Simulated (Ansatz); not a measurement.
# HO: the cost of one run

Computed with Ansatz 0.2.0 (DFT, PBE, plane-wave PAW, default files, scalar-relativistic, as far as a step names no other, unless a step's input says otherwise).

1 further run of the same task is left out (it didn't finish).

## 1. The structure to begin with

It takes space group P4_12_12 (No. 92, tetragonal). Conventional cell: a = 4.060 Å, b = 4.060 Å, c = 8.000 Å, α = 90.00°, β = 90.00°, γ = 90.00°. H (site symmetry 1) has 1 O at 0.99 Å as nearest neighbours. O (site symmetry 1) has 1 H at 0.99 Å as nearest neighbours.

As a file:

```
H O
1.0
     4.06000    0.00000    0.00000
     0.00000    4.06000    0.00000
     0.00000    0.00000    8.00000
H O
8 8
Direct
  0.95270 0.28380 0.13170
  0.21620 0.45270 0.38170
  0.04730 0.71620 0.63170
  0.78380 0.54730 0.88170
  0.45270 0.21620 0.61830
  0.71620 0.04730 0.36830
  0.54730 0.78380 0.11830
  0.28380 0.95270 0.86830
  0.07310 0.16700 0.22130
  0.33300 0.57310 0.47130
  0.92690 0.83300 0.72130
  0.66700 0.42690 0.97130
  0.57310 0.33300 0.52870
  0.83300 0.92690 0.27870
  0.42690 0.66700 0.02870
  0.16700 0.07310 0.77870
```

## 2. First run, atoms as given

input.yaml

```yaml
crystal:
  lattice:
    - [4.06, 0.0, 0.0]
    - [0.0, 4.06, 0.0]
    - [0.0, 0.0, 8.0]
  atoms:
    - { symbol: H, position: [0.9527, 0.2838, 0.1317] }
    - { symbol: H, position: [0.2162, 0.4527, 0.3817] }
    - { symbol: H, position: [0.0473, 0.7162, 0.6317] }
    - { symbol: H, position: [0.7838, 0.5473, 0.8817] }
    - { symbol: H, position: [0.4527, 0.2162, 0.6183] }
    - { symbol: H, position: [0.7162, 0.0473, 0.3683] }
    - { symbol: H, position: [0.5473, 0.7838, 0.1183] }
    - { symbol: H, position: [0.2838, 0.9527, 0.8683] }
    - { symbol: O, position: [0.0731, 0.167, 0.2213] }
    - { symbol: O, position: [0.333, 0.5731, 0.4713] }
    - { symbol: O, position: [0.9269, 0.833, 0.7213] }
    - { symbol: O, position: [0.667, 0.4269, 0.9713] }
    - { symbol: O, position: [0.5731, 0.333, 0.5287] }
    - { symbol: O, position: [0.833, 0.9269, 0.2787] }
    - { symbol: O, position: [0.4269, 0.667, 0.0287] }
    - { symbol: O, position: [0.167, 0.0731, 0.7787] }
kpoints:
  mp_grid: { grid: [8, 8, 4] }
scf:
  occupations: { method: fermi_dirac, width: 0.05 }
hamiltonian:
  xc: pbe
  pseudopotentials: { kind: paw }
output:
  forces: true
  stress: true
  populations: true
  efg:
    quadrupole_moments_barn: { H: 0.00285783, O: -0.02558 }
    contact_densities: true
  write_density: true
  write_potential: true
  elf: true
  volumetric_format: npy
```

Run with:

```
$ ansatz run input.yaml --threads 1 --pin off --max-ram 2560MiB --backend cpu --events-out ev --progress --plain --runs-dir out
```

Q: Estimate wall time and peak memory on 1 thread of Arm Neoverse V2, shared host.

About 29 s, with a peak of 0.43 GiB.
